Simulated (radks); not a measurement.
# Pd in [Kr] 4d10: an all-electron calculation

The task here is to estimate one member of a computed series from the others.

The numbers are computed with radks (a radial shooting solver on a logarithmic mesh, Libxc functionals) version 1 (scalar-relativistic Kohn-Sham, SOGGA, spin-polarised, spherical densities, point nucleus), except any that are marked as measured or tabulated.

**The atom as given**

| Quantity | Value |
| --- | --- |
| element | palladium (Z = 46) |
| charge | 0 |
| electrons | 46 |
| configuration | [Kr] 4d10 |

The outer shells:

Pd
```
[Kr] core
4d [↑↓][↑↓][↑↓][↑↓][↑↓]
```

Set-up of the first run:

The run's settings:

```text
Z 46
configuration [Kr] 4d10 5s0 5p0
relativity scalar-relativistic
functional sogga,pbe
spin polarised
nucleus point
c 137.035999084
```

One of the session's tables, all rows but one given; the rest of the session is left out.

It belongs to the step «Radial structure». Radial moments (bohr):

```
level      <r>  outermost maximum (interpolated)  90 % within  nodes
   1s  0.03187                            0.0207       0.0572      0
   2s   0.1384                             0.117        0.214      1
   2p   0.1207                            0.0934        0.196      0
   3s        ?                                 ?            ?      ?
   3p   0.3789                             0.335        0.571      1
   3d   0.3577                             0.282        0.567      0
   4s   0.9469                             0.851         1.38      3
   4p    1.045                             0.910         1.55      2
   4d    1.589                              1.10         2.66      1
   5s    3.443                              2.67         5.36      4
```

**Question.** Estimate the row for 3s.

As computed: <r>: 0.3795; outermost maximum (interpolated): 0.342; 90 % within: 0.559; nodes: 2. In the column «<r>» it lies between 3p (0.3789) and 4s (0.9469).
